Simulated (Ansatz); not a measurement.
Runs of Ansatz 0.2.0 on TaVN2. It takes space group P4/mmm (No. 123, tetragonal). Conventional cell: a = 3.050 Å, b = 3.050 Å, c = 4.296 Å, α = 90.00°, β = 90.00°, γ = 90.00°. Ta (site symmetry 4/mmm) has 6 N at 2.15 to 2.16 Å as nearest neighbours. V (site symmetry 4/mmm) has 6 N at 2.15 to 2.16 Å as nearest neighbours. N (site symmetry 4/mmm) has 2 V at 2.15 Å and 4 Ta at 2.16 Å as nearest neighbours. N (site symmetry 4/mmm) is surrounded by 2 Ta at 2.15 Å and 4 V at 2.16 Å. The cell comes from a database or a generator and needn't be the stable form of this composition.

```tsv
task	level	cell	cutoff (eV)	basis error allowed	gap on the mesh (eV)	pressure (GPa)	moment (μB)
band structure	LDA	as given	350	0.002 eV/atom	-	-19.3	0.19
single point	PBEsol	as given	379	0.001 eV/atom	none	-11.1	(b)
single point	PBEsol	atoms moved at random, drawn with an rms of 0.05 Å	405	0.001 eV/atom	none	-9.8	0.92
band structure	PBE	as given	350	0.002 eV/atom	-	(a)	1.16
```

Alike in all rows: potentials or basis all-electron LAPW, scalar-relativistic; spin collinear, ferromagnetic start; k mesh 9 × 9 × 6; smearing fermi-dirac 0.05 eV.

Estimate the missing entries.

(a) -0.7; (b) 0.93.

Caveats: spin-orbit coupling is left out, which moves the levels of the heavy elements (some runs); the starting moments weren't kept (some runs).

A k mesh can miss the band edges, and the runs leave out spin-orbit coupling on Ta.

A gap of «none» marks a metal or a gap under the smearing width.

The runs don't all hold the same shells in valence.
